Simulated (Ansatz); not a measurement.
# GeH₂Br+ (triplet): from Hartree-Fock to the top rungs, cc-pVDZ

How much of the correlation energy of GeH₂Br+ (triplet) does each wave-function method recover here?

Method: cc-pVDZ, core rule «outside noble gas», up to 28 orbitals frozen; program: Ansatz 0.2.0, Gaussian basis.

To be run: UHF; CCSD(T) on ROHF; CCSD(T) on UHF; BCCD(T) on ROHF; CISD; CCSDT(Q) on ROHF; CCSDT(Q) on UHF; CASSCF and MRCISD+Q, 12 electrons in 10 orbitals; CASSCF and NEVPT4(SD), 12 electrons in 10 orbitals; CASSCF and NEVPT2, 12 electrons in 10 orbitals.

26 further runs of the same task are left out: 13 that didn't finish, 13 set aside as unsound or not needed.

## (1) The system

The geometry is a PBE0/def2-TZVP stationary point (not a proven minimum) of the parent state, kept for this charge and spin. No spin-orbit coupling is included. The filled d shell of Ge, Br may be among the frozen orbitals whatever the setting's name suggests; the logs give the count.

4 atoms, charge 1, spin multiplicity 3.

Atoms are counted from 1 here; the program's logs count them from 0.

Bond lengths: Ge1–Br2 2.790 Å, Ge1–H3 1.574 Å, Ge1–H4 1.646 Å. Angles: Br2–Ge1–H3 155.4°, Br2–Ge1–H4 44.3°, H3–Ge1–H4 111.1°.

## (2) UHF

in.yaml reads:

```yaml
crystal:
  periodic: [false, false, false]
  atoms:
    - {symbol: Ge, position_ang: [-0.000002, 0.461112, 0.627548]}
    - {symbol: Br, position_ang: [-0.000001, 0.417603, -2.162594]}
    - {symbol: H, position_ang: [0.000013, -0.172647, 2.068221]}
    - {symbol: H, position_ang: [-0.000010, -0.706068, -0.533175]}
basis:
  gaussian: {orbitals: cc-pVDZ}
total_charge: 1
magnetization: {spin_polarized: true, initial_magnetization: 2}
hamiltonian: {xc: hf}
output: {orbitals: {seedname: orbitals}}
```

The run is started by

```console
> ansatz run in.yaml --threads 1 --pin off --events-out ev --progress --plain --max-ram 2393MiB
```

After this run come: CCSD(T) on ROHF; CCSD(T) on UHF; BCCD(T) on ROHF; CISD; CCSDT(Q) on ROHF; CCSDT(Q) on UHF; CASSCF and MRCISD+Q, 12 electrons in 10 orbitals; CASSCF and NEVPT4(SD), 12 electrons in 10 orbitals; CASSCF and NEVPT2, 12 electrons in 10 orbitals.

Before running them: what should the planned runs give, taken together? Wanted: UCCSDT(Q) below the RHF energy; RMP2 from UCCSDT(Q); UMP2 from UCCSDT(Q); RCCSD from UCCSDT(Q); RCCSD(T) from UCCSDT(Q); UCCSD(T) from UCCSDT(Q); RCCSDT(Q) from UCCSDT(Q); NEVPT2 valence from UCCSDT(Q); NEVPT4(SD) valence from UCCSDT(Q).

As calculated:

```
                         quantity                                        value
   UCCSDT(Q) below the RHF energy                                   -6.0909 eV
              RMP2 from UCCSDT(Q)                                  +1178.9 meV
              UMP2 from UCCSDT(Q)                                  +1173.2 meV
             RCCSD from UCCSDT(Q)                                   +236.7 meV
          RCCSD(T) from UCCSDT(Q)                                    +69.4 meV
          UCCSD(T) from UCCSDT(Q)                                    +63.4 meV
         RCCSDT(Q) from UCCSDT(Q)                                     +8.4 meV
    NEVPT2 valence from UCCSDT(Q)                                  +1079.0 meV
NEVPT4(SD) valence from UCCSDT(Q)                                   +115.2 meV
  MRCISD+Q valence from UCCSDT(Q)                                    +38.5 meV
levels within 1 kcal/mol (43 meV)  RCCSDT, UCCSDT, RCCSDT(Q), MRCISD+Q valence
                    T1 diagnostic                                        0.040
   effectively unpaired electrons                                         2.03
```

**Reading.** RCCSD(T) misses by +69.4 meV, 1.1 % of the correlation energy. The occupations are near whole numbers, but T1 = 0.040 shows that the orbitals relax strongly. Of the multireference levels listed MRCISD+Q valence comes nearest in total energy (+38.5 meV), which doesn't show that its space is the better one. These misses are within one basis, not against nature; the frozen cores of restricted and unrestricted runs differ, which can shift their rows.
